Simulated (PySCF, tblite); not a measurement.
# C7H9 radical: geometry, infrared bands and EPR parameters

What infrared bands and EPR parameters should C7H9 radical (`CC1=[C][C@@H]2C[C@@H]2C1`) show?

The runs use tblite 0.8.0 and PySCF 2.14.0, with density-fitted response routines of our own; the level of theory stands in each step. All values are computed, except where a source is named. Atoms count from 0, in the outputs and in this text.

### 1 Starting geometry

16 atoms, charge 0, multiplicity 2; geometry from: force field or distance geometry start.

Bonds of the start (Å): C0–C1 1.52, C1–C2 1.31, C2–C3 1.47, C3–C4 1.51, C4–C5 1.49, C5–C6 1.49, C6–C1 1.48, C5–C3 1.52, C0–H7 1.13, C0–H8 1.09, C0–H9 1.09, C3–H10 1.10, C4–H11 1.10, C4–H12 1.10, C5–H13 1.11, C6–H14 1.13, C6–H15 1.11.

### 2 Relaxing the molecule with GFN2-xTB

What the job is given:

```
{"job": {"kind": "relax", "xc": "GFN2-xTB", "basis": "xTB"}, "charge": 0, "multiplicity": 2}
C      2.393400     0.063200    -0.432200
C      0.894000    -0.147000    -0.315400
C      0.075900    -0.384500    -1.305000
C     -1.286700    -0.527000    -0.761200
C     -1.914400     0.755200    -0.264000
C     -1.247100    -0.157500     0.709100
C      0.211600    -0.125800     1.000900
H      2.677700     0.717500     0.441400
H      2.843900    -0.930000    -0.405700
H      2.566800     0.664300    -1.323400
H     -1.915400    -1.401500    -0.994700
H     -3.017100     0.762800    -0.232300
H     -1.429800     1.660800    -0.655700
H     -1.950900    -0.662700     1.400800
H      0.535800    -1.047100     1.563800
H      0.554500     0.768300     1.562300
```

On the command line:

```bash
OMP_NUM_THREADS=1 python probes_run.py task.json out
```

The driver reads the jobs from task.json and runs them one after another.

**Question.** This job is followed by: GFN2-xTB harmonic vibrations, gas phase; UKS B3LYP, pcH-1 on C H, non-relativistic, mean-field spin-orbit, GIAO. Predict these results of the whole session: strongest single infrared mode (GFN2-xTB); zero-point energy (GFN2-xTB); g(iso) (B3LYP); ⟨S²⟩; largest a(iso) (averaged by class); surface potential, 1st and 99th percentile.

**Answer**, as computed:

```
                                 quantity                 value
strongest single infrared mode (GFN2-xTB)  3094 cm⁻¹, 68 km/mol
             zero-point energy (GFN2-xTB)         84.7 kcal/mol
                           g(iso) (B3LYP)               2.00220
                                     ⟨S²⟩    0.759 (exact 0.75)
       largest a(iso) (averaged by class)  13C on C2, 391.6 MHz
    surface potential, 1st and 99th percentile    -0.80 V and 0.75 V
```

What this shows: Over 85 steps the energy fell by 0.589 eV; of the close pairs, C1–C6 changed most, 1.483 to 1.533 Å. No mode is imaginary among the 42: a minimum at this level. The strongest single mode, at 3094 cm⁻¹, is spread over several atoms, H12, H11, H10 among them. GFN2-xTB is a fitted tight-binding method: band positions and strengths are rough. Its intensities can rank the bands wrongly. C2 carries the largest spin population, 0.98 e. The isotropic g lies 0.1 ppt below the free-electron value.
